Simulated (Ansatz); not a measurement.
# AlSi23HO48 defect cell: single point

The task, for AlSi23HO48 defect cell: 8 runs in a chain (single point).

Method: DFT r2SCAN, scalar-relativistic, plane waves, PAW, in Ansatz 0.2.0.

## Step 1: The starting structure

The structure is triclinic, space group P1 (No. 1). Conventional cell: a = 9.832 Å, b = 9.832 Å, c = 10.818 Å, α = 90.00°, β = 90.00°, γ = 120.00°. Si (site symmetry 1) is surrounded by 4 O at 1.62 to 1.63 Å. O (site symmetry 1) has 2 Si at 1.62 to 1.63 Å as nearest neighbours. Around O (site symmetry 1) lie 2 Si at 1.62 Å. O (site symmetry 1) has 2 Si at 1.62 to 1.64 Å as nearest neighbours. Only part of the 73 independent sites is listed.

As a file:

```xyz
73
Lattice="9.8316 0.0000 0.0000 -4.9158 8.5144 0.0000 0.0000 0.0000 10.8182" Properties=species:S:1:pos:R:3 pbc="T T T"
Si    2.5913    0.0503    1.7909
Si   -1.2648    2.2720    3.6099
Si    1.1634    2.0479   10.8113
O    -0.3105    1.6776    4.7802
O     1.1462    3.1322    1.1985
O    -0.7382    3.6884    3.0168
O     1.6636    0.6183    0.5723
O     2.1234    2.5177    4.2803
O     3.5279    1.2200    2.4107
Si   -2.2745    8.4418    7.1793
Si    8.4263    2.2543    9.0431
Si    1.1622    1.8932    5.4517
O    -0.3271    1.8853   10.1725
O     1.1245    2.8485    6.7357
O    -1.0722    3.7771    8.3694
O     1.7369    0.4407    5.9287
O     2.1267    2.5599    9.6135
O     3.5453    1.1131    7.8293
Si    0.2046    4.2910    1.8405
Si   -3.7850    6.5686    3.5917
Si   -1.2760    6.2956    0.0391
O    -2.7822    6.0863    4.7645
O    -1.3394    7.4119    1.2138
O    -3.3054    7.9762    2.9418
O    -0.7384    4.8939    0.6563
O    -0.3023    6.8620    4.1957
O     1.1679    5.4365    2.4626
Al    0.2728    4.2801    7.1177
Si   -3.7369    6.4825    9.0360
Si   -1.2748    6.2391    5.3582
O    -2.7638    6.0223   10.2530
O    -1.2909    7.2789    6.6272
O    -3.2577    7.8658    8.3518
O    -0.7655    4.8113    5.8568
O    -0.3297    6.8146    9.6460
O     1.2157    5.4659    7.9022
Si    7.6007    0.0112    1.8125
Si    3.5880    2.2903    3.6366
Si    5.9905    1.9382    0.0569
O     4.5997    1.7304    4.7845
O     5.9714    3.0712    1.2203
O     4.1274    3.7074    3.0516
O     6.5749    0.5554    0.6643
O     7.0686    2.4830    4.2051
O     8.5293    1.2178    2.3657
Si    7.5413    0.0030    7.2294
Si    3.5931    2.2319    9.0042
Si    6.0878    1.9534    5.3847
O     4.5256    1.6860   10.2303
O     6.0720    3.0591    6.5851
O     4.1869    3.6161    8.4016
O     6.6047    0.5513    6.0187
O     6.9588    2.4698    9.6667
O     8.4785    1.2014    7.8253
Si    5.0589    4.2653    1.8407
Si    1.1925    6.5514    3.6491
Si    3.6170    6.2515    0.0188
O     2.1304    6.0000    4.8691
O     3.6742    7.4136    1.1593
O     1.8087    7.9248    3.0402
O     4.1095    4.8424    0.6525
O     4.5635    6.7776    4.2223
O     6.0245    5.4322    2.4204
Si    5.1338    4.2116    7.2300
Si    1.1720    6.5695    9.0488
Si    3.6272    6.2614    5.4471
O     2.1022    6.0906   10.3050
O     3.6082    7.3719    6.6379
O     1.7093    7.9990    8.4641
O     4.2196    4.8857    6.0774
O     4.5849    6.6727    9.5892
O     6.1879    5.2651    7.9250
H    -1.7289    4.1773    8.2391
```

The structure rests on an entry of the Crystallography Open Database; cell or positions may have been set otherwise for this series.

## Step 2: Single point: AlSi23HO48 defect cell, no spin

The input, input.yaml:

```yaml
crystal:
  lattice:
    - [9.8316, 0.0, 0.0]
    - [-4.9158, 8.514415, 0.0]
    - [0.0, 0.0, 10.8182]
  atoms:
    - { symbol: Si, position: [0.266524, 0.0059135, 0.165548] }
    - { symbol: Si, position: [0.0047801, 0.266843, 0.333689] }
    - { symbol: Si, position: [0.238599, 0.240524, 0.99936192] }
    - { symbol: O, position: [0.06693, 0.197033, 0.441862] }
    - { symbol: O, position: [0.300517, 0.367867, 0.110781] }
    - { symbol: O, position: [0.141515, 0.433192, 0.278868] }
    - { symbol: O, position: [0.205523, 0.072622, 0.052905] }
    - { symbol: O, position: [0.363822, 0.295696, 0.395659] }
    - { symbol: O, position: [0.430476, 0.143287, 0.22284] }
    - { symbol: Si, position: [0.264393, 0.991468, 0.663631] }
    - { symbol: Si, position: [0.989446, 0.264762, 0.835916] }
    - { symbol: Si, position: [0.229389, 0.22235, 0.503939] }
    - { symbol: O, position: [0.077441, 0.221429, 0.940312] }
    - { symbol: O, position: [0.28165, 0.334555, 0.622623] }
    - { symbol: O, position: [0.112749, 0.443608, 0.773644] }
    - { symbol: O, position: [0.202546, 0.051764, 0.548032] }
    - { symbol: O, position: [0.36664, 0.300651, 0.888637] }
    - { symbol: O, position: [0.425976, 0.130737, 0.723712] }
    - { symbol: Si, position: [0.272795, 0.503972, 0.170126] }
    - { symbol: Si, position: [0.00074804, 0.771469, 0.332003] }
    - { symbol: Si, position: [0.239919, 0.739408, 0.0036103] }
    - { symbol: O, position: [0.074425, 0.714822, 0.440416] }
    - { symbol: O, position: [0.299023, 0.870515, 0.112204] }
    - { symbol: O, position: [0.132198, 0.936791, 0.271929] }
    - { symbol: O, position: [0.212282, 0.57478, 0.060663] }
    - { symbol: O, position: [0.372216, 0.805932, 0.387836] }
    - { symbol: O, position: [0.438046, 0.638504, 0.227631] }
    - { symbol: Al, position: [0.279085, 0.502683, 0.657939] }
    - { symbol: Si, position: [0.00058611, 0.76136, 0.835258] }
    - { symbol: Si, position: [0.236722, 0.732765, 0.495294] }
    - { symbol: O, position: [0.072545, 0.70731, 0.947757] }
    - { symbol: O, position: [0.296146, 0.854891, 0.612594] }
    - { symbol: O, position: [0.130564, 0.923823, 0.772015] }
    - { symbol: O, position: [0.204678, 0.565081, 0.541385] }
    - { symbol: O, position: [0.36665, 0.800361, 0.891647] }
    - { symbol: O, position: [0.444626, 0.641954, 0.73045] }
    - { symbol: Si, position: [0.773747, 0.0013135, 0.16754] }
    - { symbol: Si, position: [0.499438, 0.268992, 0.336152] }
    - { symbol: Si, position: [0.723128, 0.227636, 0.00526] }
    - { symbol: O, position: [0.569462, 0.20323, 0.442266] }
    - { symbol: O, position: [0.787724, 0.360711, 0.1128] }
    - { symbol: O, position: [0.637525, 0.435425, 0.282077] }
    - { symbol: O, position: [0.701366, 0.065228, 0.061406] }
    - { symbol: O, position: [0.86478, 0.291625, 0.388705] }
    - { symbol: O, position: [0.93905, 0.14303, 0.218682] }
    - { symbol: Si, position: [0.767226, 0.00035601, 0.668264] }
    - { symbol: Si, position: [0.496534, 0.262135, 0.832323] }
    - { symbol: Si, position: [0.733923, 0.229428, 0.497748] }
    - { symbol: O, position: [0.559317, 0.198015, 0.945652] }
    - { symbol: O, position: [0.797243, 0.359289, 0.608709] }
    - { symbol: O, position: [0.63822, 0.424708, 0.776621] }
    - { symbol: O, position: [0.704158, 0.064746, 0.556351] }
    - { symbol: O, position: [0.852831, 0.290069, 0.893563] }
    - { symbol: O, position: [0.932922, 0.141105, 0.723345] }
    - { symbol: Si, position: [0.765027, 0.500946, 0.170152] }
    - { symbol: Si, position: [0.506011, 0.769444, 0.337312] }
    - { symbol: Si, position: [0.735011, 0.734226, 0.0017393] }
    - { symbol: O, position: [0.56903, 0.704684, 0.450081] }
    - { symbol: O, position: [0.809066, 0.870712, 0.107158] }
    - { symbol: O, position: [0.649338, 0.930747, 0.28103] }
    - { symbol: O, position: [0.702352, 0.568724, 0.060319] }
    - { symbol: O, position: [0.862169, 0.796011, 0.390295] }
    - { symbol: O, position: [0.931765, 0.637998, 0.223734] }
    - { symbol: Si, position: [0.7695, 0.494649, 0.668314] }
    - { symbol: Si, position: [0.504994, 0.771569, 0.836445] }
    - { symbol: Si, position: [0.736629, 0.73539, 0.503512] }
    - { symbol: O, position: [0.571488, 0.715331, 0.952559] }
    - { symbol: O, position: [0.799912, 0.865814, 0.613589] }
    - { symbol: O, position: [0.643586, 0.939465, 0.782392] }
    - { symbol: O, position: [0.716094, 0.57381, 0.561771] }
    - { symbol: O, position: [0.858193, 0.783698, 0.886392] }
    - { symbol: O, position: [0.938576, 0.618374, 0.732565] }
    - { symbol: H, position: [0.0694594, 0.49061446, 0.76159708] }
scf:
  occupations: { method: gaussian, width: 0.02 }
output:
  stress: false
  eigenvalues: true
kpoints:
  mp_grid: { grid: [1, 1, 1] }
hamiltonian:
  xc: r2scan
```

Run with:

```console
$ ansatz run input.yaml --threads 4 --pin off --max-ram 16384MiB --backend cpu --events-out ev --progress --plain --runs-dir out
```

The log of the run, cut to the lines that bear on the results:

```text
Warning: RAYON_NUM_THREADS=4 ignored (pool sized by the plan → 4); use --threads N
[...]
Pseudopotentials: kind: paw
Pseudopotential: Si, paw, valence charge 4, recommended cutoff 500 eV (meta_gga), Si.paw.azcp
Pseudopotential: O, paw, valence charge 6, recommended cutoff 500 eV (meta_gga), O.paw.azcp
Pseudopotential: Al, paw, valence charge 3, recommended cutoff 500 eV (meta_gga), Al.paw.azcp
Pseudopotential: H, paw, valence charge 1, recommended cutoff 500 eV (meta_gga), H.paw.azcp
Functional definition: r2SCAN
[...]
Crystal: 73 atoms, lattice volume = 905.595 Å³
Basis set: ecut = 500 eV, 22965 PW (Γ), exchange–correlation on 288×288×320 points (64 copies of the dense FFT grid, shifted against one another)
Bands: 265, of which v1, the nominal top of the filled ones, is band 192 counted from 1 (191 counted from 0)
Symmetry: 1 space group operations
Space group: P1 (ITA 1), of the structure as read, at distance tolerance 9.7e-5 Å
k-points: 1
[...]
SCF iter   1: F=—  HF=-42635.992888 eV  |F-HF|=—  |Δ(HF+E_count)|=         —  Δρ=7.34e-3  dr2=5.08e-1  dr2_τ=6.19e0  ethr=1.77e-3  ⟨swp⟩=6.0  Hψ=1186  notcnv=0  defer=41
[...]
SCF iter   9: F=-42637.836860 eV  HF=-42637.836860 eV  |F-HF|=1.35e-9  |Δ(HF+E_count)|=   2.44e-8  Δρ=1.01e-6  dr2=7.46e-9  dr2_τ=8.11e-10  ethr=2.60e-11  ⟨swp⟩=11.0  Hψ=863  notcnv=0
[...]
SCF converged after 9 iterations
Free energy (F): -42637.836860 eV
[...]
E sigma→0 (E₀):  -42637.836860 eV
Fermi energy:    5.439707 eV
[...]
--- Band table (eV) ---
[...]
```

It took 14 s on 4 threads of Intel Xeon Platinum 8488C (Sapphire Rapids), shared host; peak memory 2.3 GiB.

## Step 3: Single point

Edit input.yaml of step 2 so:

```diff
@@ -78,3 +78,3 @@
     - { symbol: O, position: [0.938576, 0.618374, 0.732565] }
-    - { symbol: H, position: [0.0694594, 0.49061446, 0.76159708] }
+    - { symbol: H, position: [0.06612943, 0.49423034, 0.76067039] }
 scf:
```

Run with:

```console
$ ansatz run input.yaml --threads 4 --pin off --max-ram 16384MiB --backend cpu --events-out ev --progress --plain --runs-dir out
```

The log of the run, cut to the lines that bear on the results:

```text
Warning: RAYON_NUM_THREADS=4 ignored (pool sized by the plan → 4); use --threads N
[...]
[... 6 set-up lines as earlier in the session ...]
[...]
Crystal: 73 atoms, lattice volume = 905.595 Å³
Basis set: ecut = 500 eV, 22965 PW (Γ), exchange–correlation on 288×288×320 points (64 copies of the dense FFT grid, shifted against one another)
Bands: 265, of which v1, the nominal top of the filled ones, is band 192 counted from 1 (191 counted from 0)
[... 2 set-up lines as earlier in the session ...]
k-points: 1
[...]
SCF iter   1: F=—  HF=-42636.819588 eV  |F-HF|=—  |Δ(HF+E_count)|=         —  Δρ=7.33e-3  dr2=5.06e-1  dr2_τ=6.13e0  ethr=1.77e-3  ⟨swp⟩=6.0  Hψ=1186  notcnv=0  defer=40
[...]
SCF iter   9: F=-42638.687083 eV  HF=-42638.687083 eV  |F-HF|=3.26e-9  |Δ(HF+E_count)|=   2.81e-8  Δρ=8.86e-7  dr2=5.10e-9  dr2_τ=5.53e-10  ethr=2.60e-11  ⟨swp⟩=11.0  Hψ=864  notcnv=0
[...]
SCF converged after 9 iterations
Free energy (F): -42638.687083 eV
[...]
E sigma→0 (E₀):  -42638.687083 eV
Fermi energy:    5.440094 eV
[...]
--- Band table (eV) ---
[...]
```

Run time: 12 s. Hardware: 4 threads of Intel Xeon Platinum 8488C (Sapphire Rapids), shared host; peak memory 2.3 GiB.

## Step 4: Single point

Edit input.yaml of step 3 so:

```diff
@@ -78,3 +78,3 @@
     - { symbol: O, position: [0.938576, 0.618374, 0.732565] }
-    - { symbol: H, position: [0.06612943, 0.49423034, 0.76067039] }
+    - { symbol: H, position: [0.06279946, 0.49784622, 0.7597437] }
 scf:
```

Run with:

```console
$ ansatz run input.yaml --threads 4 --pin off --max-ram 16384MiB --backend cpu --events-out ev --progress --plain --runs-dir out
```

The log of the run, cut to the lines that bear on the results:

```text
Warning: RAYON_NUM_THREADS=4 ignored (pool sized by the plan → 4); use --threads N
[...]
[... 6 set-up lines as earlier in the session ...]
[...]
Crystal: 73 atoms, lattice volume = 905.595 Å³
Basis set: ecut = 500 eV, 22965 PW (Γ), exchange–correlation on 288×288×320 points (64 copies of the dense FFT grid, shifted against one another)
Bands: 265, of which v1, the nominal top of the filled ones, is band 192 counted from 1 (191 counted from 0)
[... 2 set-up lines as earlier in the session ...]
k-points: 1
[...]
SCF iter   1: F=—  HF=-42637.232678 eV  |F-HF|=—  |Δ(HF+E_count)|=         —  Δρ=7.32e-3  dr2=5.06e-1  dr2_τ=6.08e0  ethr=1.77e-3  ⟨swp⟩=6.0  Hψ=1186  notcnv=0  defer=43
[...]
SCF iter   9: F=-42639.121605 eV  HF=-42639.121605 eV  |F-HF|=3.23e-9  |Δ(HF+E_count)|=   2.58e-8  Δρ=8.70e-7  dr2=5.16e-9  dr2_τ=4.87e-10  ethr=2.60e-11  ⟨swp⟩=11.0  Hψ=842  notcnv=0
[...]
SCF converged after 9 iterations
Free energy (F): -42639.121605 eV
[...]
E sigma→0 (E₀):  -42639.121605 eV
Fermi energy:    5.439558 eV
[...]
--- Band table (eV) ---
[...]
```

Run time: 13 s. Hardware: 4 threads of Intel Xeon Platinum 8488C (Sapphire Rapids), shared host; peak memory 2.3 GiB.

## Step 5: Single point

Edit input.yaml of step 4 so:

```diff
@@ -78,3 +78,3 @@
     - { symbol: O, position: [0.938576, 0.618374, 0.732565] }
-    - { symbol: H, position: [0.06279946, 0.49784622, 0.7597437] }
+    - { symbol: H, position: [0.05946949, 0.5014621, 0.75881702] }
 scf:
```

Run with:

```console
$ ansatz run input.yaml --threads 4 --pin off --max-ram 16384MiB --backend cpu --events-out ev --progress --plain --runs-dir out
```

The log of the run, cut to the lines that bear on the results:

```text
[...]
SCF converged after 9 iterations
Free energy (F): -42639.282078 eV
[...]
E sigma→0 (E₀):  -42639.282078 eV
Fermi energy:    5.437594 eV
[...]
--- Band table (eV) ---
[...]
```

Wall time 13 s (4 threads of Intel Xeon Platinum 8488C (Sapphire Rapids), shared host); peak memory 2.4 GiB.

## Step 6: Single point

Edit input.yaml of step 5 so:

```diff
@@ -78,3 +78,3 @@
     - { symbol: O, position: [0.938576, 0.618374, 0.732565] }
-    - { symbol: H, position: [0.05946949, 0.5014621, 0.75881702] }
+    - { symbol: H, position: [0.05558453, 0.50568063, 0.75773588] }
 scf:
```

Run with:

```console
$ ansatz run input.yaml --threads 4 --pin off --max-ram 16384MiB --backend cpu --events-out ev --progress --plain --runs-dir out
```

The log of the run, cut to the lines that bear on the results:

```text
[...]
SCF converged after 9 iterations
Free energy (F): -42639.247845 eV
[...]
E sigma→0 (E₀):  -42639.247845 eV
Fermi energy:    5.432505 eV
[...]
--- Band table (eV) ---
[...]
```

It took 12 s on 4 threads of Intel Xeon Platinum 8488C (Sapphire Rapids), shared host; peak memory 2.4 GiB.

## Step 7: Single point

Edit input.yaml of step 6 so:

```diff
@@ -78,3 +78,3 @@
     - { symbol: O, position: [0.938576, 0.618374, 0.732565] }
-    - { symbol: H, position: [0.05558453, 0.50568063, 0.75773588] }
+    - { symbol: H, position: [0.05114457, 0.5105018, 0.7565003] }
 scf:
```

Run with:

```console
$ ansatz run input.yaml --threads 4 --pin off --max-ram 16384MiB --backend cpu --events-out ev --progress --plain --runs-dir out
```

The log of the run, cut to the lines that bear on the results:

```text
Warning: RAYON_NUM_THREADS=4 ignored (pool sized by the plan → 4); use --threads N
[...]
[... 6 set-up lines as earlier in the session ...]
[...]
Crystal: 73 atoms, lattice volume = 905.595 Å³
Basis set: ecut = 500 eV, 22965 PW (Γ), exchange–correlation on 288×288×320 points (64 copies of the dense FFT grid, shifted against one another)
Bands: 265, of which v1, the nominal top of the filled ones, is band 192 counted from 1 (191 counted from 0)
[... 2 set-up lines as earlier in the session ...]
k-points: 1
[...]
SCF iter   1: F=—  HF=-42637.107807 eV  |F-HF|=—  |Δ(HF+E_count)|=         —  Δρ=7.35e-3  dr2=5.10e-1  dr2_τ=6.02e0  ethr=1.77e-3  ⟨swp⟩=6.0  Hψ=1184  notcnv=0  defer=41
[...]
SCF iter   9: F=-42639.038914 eV  HF=-42639.038914 eV  |F-HF|=5.22e-9  |Δ(HF+E_count)|=   7.27e-9  Δρ=1.31e-6  dr2=1.23e-8  dr2_τ=1.34e-9  ethr=2.60e-11  ⟨swp⟩=3.0  Hψ=547  notcnv=0
[...]
SCF converged after 9 iterations
Free energy (F): -42639.038914 eV
[...]
E sigma→0 (E₀):  -42639.038914 eV
Fermi energy:    5.420542 eV
[...]
--- Band table (eV) ---
[...]
```

Run time: 13 s. Hardware: 4 threads of Intel Xeon Platinum 8488C (Sapphire Rapids), shared host; peak memory 2.4 GiB.

## Step 8: Single point

Edit input.yaml of step 7 so:

```diff
@@ -78,3 +78,3 @@
     - { symbol: O, position: [0.938576, 0.618374, 0.732565] }
-    - { symbol: H, position: [0.05114457, 0.5105018, 0.7565003] }
+    - { symbol: H, position: [0.04559462, 0.51652827, 0.75495582] }
 scf:
```

Run with:

```console
$ ansatz run input.yaml --threads 4 --pin off --max-ram 16384MiB --backend cpu --events-out ev --progress --plain --runs-dir out
```

The log of the run, cut to the lines that bear on the results:

```text
Warning: RAYON_NUM_THREADS=4 ignored (pool sized by the plan → 4); use --threads N
[...]
[... 6 set-up lines as earlier in the session ...]
[...]
Crystal: 73 atoms, lattice volume = 905.595 Å³
Basis set: ecut = 500 eV, 22965 PW (Γ), exchange–correlation on 288×288×320 points (64 copies of the dense FFT grid, shifted against one another)
Bands: 265, of which v1, the nominal top of the filled ones, is band 192 counted from 1 (191 counted from 0)
[... 2 set-up lines as earlier in the session ...]
k-points: 1
[...]
SCF iter   1: F=—  HF=-42636.730559 eV  |F-HF|=—  |Δ(HF+E_count)|=         —  Δρ=7.38e-3  dr2=5.14e-1  dr2_τ=6.01e0  ethr=1.77e-3  ⟨swp⟩=6.0  Hψ=1185  notcnv=0  defer=41
[...]
SCF iter   9: F=-42638.667007 eV  HF=-42638.667007 eV  |F-HF|=4.38e-9  |Δ(HF+E_count)|=   9.31e-9  Δρ=1.28e-6  dr2=1.25e-8  dr2_τ=1.26e-9  ethr=2.60e-11  ⟨swp⟩=3.0  Hψ=419  notcnv=0
[...]
SCF converged after 9 iterations
Free energy (F): -42638.667007 eV
[...]
E sigma→0 (E₀):  -42638.667007 eV
Fermi energy:    5.389734 eV
[...]
--- Band table (eV) ---
[...]
```

It took 13 s on 4 threads of Intel Xeon Platinum 8488C (Sapphire Rapids), shared host; peak memory 2.3 GiB.

## Step 9: Single point

Edit input.yaml of step 8 so:

```diff
@@ -78,3 +78,3 @@
     - { symbol: O, position: [0.938576, 0.618374, 0.732565] }
-    - { symbol: H, position: [0.04559462, 0.51652827, 0.75495582] }
+    - { symbol: H, position: [0.03893468, 0.52376003, 0.75310245] }
 scf:
```

Run with:

```console
$ ansatz run input.yaml --threads 4 --pin off --max-ram 16384MiB --backend cpu --events-out ev --progress --plain --runs-dir out
```

The log of the run, cut to the lines that bear on the results:

```text
[...]
SCF converged after 9 iterations
Free energy (F): -42638.210504 eV
[...]
E sigma→0 (E₀):  -42638.210504 eV
Fermi energy:    5.322348 eV
[...]
--- Band table (eV) ---
[...]
```

It took 13 s on 4 threads of Intel Xeon Platinum 8488C (Sapphire Rapids), shared host; peak memory 2.3 GiB.

## Step 10: The runs side by side

| step | energy above the lowest (eV) | gap on the mesh (eV) | time |
| --- | --- | --- | --- |
| 2 | 1.445 | 6.24 | 14 s |
| 3 | 0.595 | 6.23 | 12 s |
| 4 | 0.160 | 6.21 | 13 s |
| 5 | 0.000 | 6.20 | 13 s |
| 6 | 0.034 | 6.16 | 12 s |
| 7 | 0.243 | 6.11 | 13 s |
| 8 | 0.615 | 6.01 | 13 s |
| 9 | 1.072 | 5.82 | 13 s |

The values hold for the settings typed; their convergence was not tested in this session.

The gaps are Kohn-Sham values of a semilocal functional, not quasiparticle or optical gaps. Such gaps usually fall short of the measured ones.
